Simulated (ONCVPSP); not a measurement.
# Fe: generating and testing an ONCV potential

Task: generate the file, and judge it by its errors in other configurations, its logarithmic derivatives, its ghosts and its cutoff.

Program: ONCVPSP 4.0.1. Reference atom: PBE, scalar-relativistic, spherical and spin-unpolarised. All values are calculated.

### 1 The atom and the settings

Typed settings, in words:

* element: iron (Fe, Z = 26)
* type: optimised norm-conserving Vanderbilt (ONCV)
* frozen core: [Ne] 3s2
* valence charge: 14
* reference configuration: 3p6 3d7 4s1
* partial waves: 4s: rc 2.50 bohr, ncon 4, nbas 8, qcut 3.2 1/bohr, 1 projector; 3p: rc 0.90 bohr, ncon 4, nbas 7, qcut 7.8 1/bohr, 2 projectors, debl 3.2 Ha; 3d: rc 1.30 bohr, ncon 4, nbas 8, qcut 14.6 1/bohr, 2 projectors, debl 3 Ha
* local potential: polynomial inside 0.75 bohr (lpopt 5, dvloc0 0 Ha)
* core correction: Teter function, fcfact 5.5, rcfact 1.5

The outer shells as boxes (Hund's rule for the drawing; the calculation is spin-unpolarised):

```
[Ne] core
3s [↑↓]
3p [↑↓][↑↓][↑↓]
3d [↑↓][↑↓][↑ ][↑ ][↑ ]
4s [↑ ]
```

An earlier all-electron run gives the scale for the radii.

All-electron outer shells of the reference configuration (PBE, scalar-relativistic, ld1.x):

```csv
shell,level (eV),outermost node (bohr),outermost maximum (bohr)
3s,-89.48,0.33,0.70
3p,-55.64,0.30,0.72
4s,-4.25,1.01,2.53
3d,-3.81,–,0.73
4p,-0.87,1.12,3.78
```

### 2 The generation run

Fe.dat reads:

```
# ATOM AND REFERENCE CONFIGURATION
# atsym  z   nc   nv     iexc    psfile
  Fe 26.00    4    3        4      upf
#
#   n    l    f
    1    0    2.00
    2    0    2.00
    2    1    6.00
    3    0    2.00
    3    1    6.00
    3    2    7.00
    4    0    1.00
#
# PSEUDOPOTENTIAL AND OPTIMIZATION
# lmax
    2
#
#   l,   rc,      ep,       ncon, nbas, qcut
    0    2.50    0.00    4    8    3.20
    1    0.90    0.00    4    7    7.80
    2    1.30    0.00    4    8   14.60
#
# LOCAL POTENTIAL
# lloc, lpopt,  rc(5),   dvloc0
    4    5    0.75    0.00
#
# VANDERBILT-KLEINMAN-BYLANDER PROJECTORs
# l, nproj, debl
    0    1    2.30
    1    2    3.20
    2    2    3.00
#
# MODEL CORE CHARGE
# icmod, fcfact, rcfact
    3    5.50    1.50
#
# LOG DERIVATIVE ANALYSIS
# epsh1, epsh2, depsh
   -4.00    5.00    0.02
#
# OUTPUT GRID
# rlmax, drl
    6.00    0.01
#
# TEST CONFIGURATIONS
# ncnf
    4
# nvcnf
#   n    l    f
    3
    3    1    6.00
    3    2    6.00
    4    0    2.00
#
    3
    3    1    6.00
    3    2    6.00
    4    0    1.00
#
    3
    3    1    6.00
    3    2    6.00
    4    0    0.00
#
    3
    3    1    6.00
    3    2    7.00
    4    0    0.00
#
```

Started as:

```console
$ oncvpsp.x < Fe.dat > Fe.out
```

Before running it: what results should come out? Wanted: cutoffs for 1 and 0.1 mHa per electron, occupied waves; bound ghosts; GHOST(+) flags; largest test error; largest phase difference near zero energy, channels read; rms error of d²Exc/dn², without and with the model core.

As calculated:

| quantity | value |
| --- | --- |
| cutoffs for 1 and 0.1 mHa per electron, occupied waves | 64 Ha and 154 Ha |
| bound ghosts | s at -286.06 eV |
| GHOST(+) flags | none at low energy |
| largest test error (AE − PS) | -31 meV, for 3p6 3d6 4s2 |
| largest phase difference near zero energy, channels read | 0.000 rad |
| rms error of d²Exc/dn², without and with the model core | 3.52 and 1.82 mHa |

A bound ghost (s) makes it unfit for use: electrons can fall into a state that the atom doesn't have. By total energies transferability is fair: the largest error is 31 meV on 0.8 eV, for 3p6 3d6 4s2. The potential is hard: the looser tolerance needs 64 Ha. At the looser tolerance the 3d wave is the slowest; 3p needs 33 Ha. Near zero energy the phases of the channels with partial waves that could be evaluated agree within 0.001 rad.
